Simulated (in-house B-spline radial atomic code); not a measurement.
# Hf⁴¹⁺: excited configurations

Wanted: excitation energies of Hf⁴¹⁺ as differences of total energies (ΔSCF).

Program: in-house B-spline radial atomic code version 1. Level of theory: Dirac-Hartree-Fock, average of configuration, Fermi nucleus, basis-set limit. These are calculated values, not measurements, unless marked.

## (1) The atom as given

* element: hafnium (Z = 72)
* charge: +41
* electrons: 31
* configuration: [Ar] 3d10 4s2 4p1
* Hamiltonian: Dirac-Coulomb
* nucleus: Fermi, rms radius 5.347 fm

The outer shells:

[Ar] 3d10 4s2 4p1
```
[Ar] core
3d [↑↓][↑↓][↑↓][↑↓][↑↓]
4s [↑↓]
4p [↑ ][  ][  ]
```

The boxes draw the filling by Hund's rule, which heavy ions in jj coupling don't follow; these runs average over all states of the configuration.

Input settings:

```ini
Z = 72
electrons = 31.0
configuration = [Ar] 3d10 4s2 4p1
hamiltonian = dirac
method = hf
spin_polarised = False
nucleus = fermi
rms_radius = 5.347
mass_number = 180
atomic_mass = 179.946559537
speed_of_light = 137.035999084
```

From the earlier run of the reference: total energy -14009.160826 hartree. Levels, eight at most:

```
orbital  occupation  energy (eV)  <r> (bohr)
  3s1/2           2     -4471.71      0.2041
  3p1/2           2     -4239.17      0.1943
  3p3/2           4     -3968.21      0.2074
  3d3/2           4     -3592.02      0.1815
  3d5/2           6     -3533.01      0.1856
  4s1/2           2     -2111.52      0.4118
  4p1/2    0.333333     -2024.08      0.4082
  4p3/2    0.666667     -1938.08      0.4269
```

## (2) Configuration [Ar] 3d9 4s2 4p1 5s1

Input settings:

```ini
Z = 72
electrons = 31.0
configuration = [Ar] 3d9 4s2 4p1 5s1
hamiltonian = dirac
method = hf
spin_polarised = False
nucleus = fermi
rms_radius = 5.347
mass_number = 180
atomic_mass = 179.946559537
speed_of_light = 137.035999084
```

## (3) [Ne] 3s2 3p5 3d10 4s2 4p1 5p1

Changes to the settings of step 2:

```diff
@@ -2,3 +2,3 @@
 electrons = 31.0
-configuration = [Ar] 3d9 4s2 4p1 5s1
+configuration = [Ne] 3s2 3p5 3d10 4s2 4p1 5p1
 hamiltonian = dirac
```

## (4) Configuration [Ar] 3d10 4s1 4p1 6f1

Changes to the settings of step 3:

```diff
@@ -2,3 +2,3 @@
 electrons = 31.0
-configuration = [Ne] 3s2 3p5 3d10 4s2 4p1 5p1
+configuration = [Ar] 3d10 4s1 4p1 6f1
 hamiltonian = dirac
```

## (5) Run with [Ne] 3s2 3p5 3d10 4s2 4p1 8g1

Changes to the settings of step 4:

```diff
@@ -2,3 +2,3 @@
 electrons = 31.0
-configuration = [Ar] 3d10 4s1 4p1 6f1
+configuration = [Ne] 3s2 3p5 3d10 4s2 4p1 8g1
 hamiltonian = dirac
```

## (6) Run with [Ne] 3s2 3p5 3d10 4s2 4p1 6s1

Changes to the settings of step 5:

```diff
@@ -2,3 +2,3 @@
 electrons = 31.0
-configuration = [Ne] 3s2 3p5 3d10 4s2 4p1 8g1
+configuration = [Ne] 3s2 3p5 3d10 4s2 4p1 6s1
 hamiltonian = dirac
```

Before running: How far above the reference does each configuration lie (order and size, in eV)?

As calculated:

| net move | configuration | energy above the reference (eV) | with Breit, QED, recoil (eV) | largest <r> (bohr) |
| --- | --- | --- | --- | --- |
| 4s → 6f | [Ar] 3d10 4s1 4p1 6f1 | 1414.17 | 1411.42 | 1.09 |
| 3d → 5s | [Ar] 3d9 4s2 4p1 5s1 | 2296.98 | 2295.42 | 0.688 |
| 3p → 5p | [Ne] 3s2 3p5 3d10 4s2 4p1 5p1 | 2875.40 | 2870.19 | 0.728 |
| 3p → 6s | [Ne] 3s2 3p5 3d10 4s2 4p1 6s1 | 3225.88 | 3220.46 | 1.04 |
| 3p → 8g | [Ne] 3s2 3p5 3d10 4s2 4p1 8g1 | 3675.16 | 3669.08 | 2.02 |

Quantum defects of the promoted electron, δ = n − ζ/√(−2ε) with ζ = 42 and ε its orbital energy in hartree:

| promotion | δ |
| --- | --- |
| 4s → 6f | 0.132 |
| 3d → 5s | 0.626 |
| 3p → 5p | 0.910 |
| 3p → 6s | 0.619 |
| 3p → 8g | 0.047 |

**Reading.** At the bottom stands 4s → 6f (1414.17 eV), at the top 3p → 8g (3675.16 eV). 4 of them lie more than 2 % above the ionisation threshold that Koopmans' theorem gives (1938.08 eV), where such states can decay by emitting an electron. Of those tabulated, the defect is largest for 5p (0.91) and least for 8g (0.05); at this charge much of the defect is relativistic. Two partly filled shells share a symmetry and can mix in the average, which may lower the energy, for: 3p → 5p; 3p → 6s; 3p → 8g. These are averages over configurations, without correlation, not spectroscopic levels.
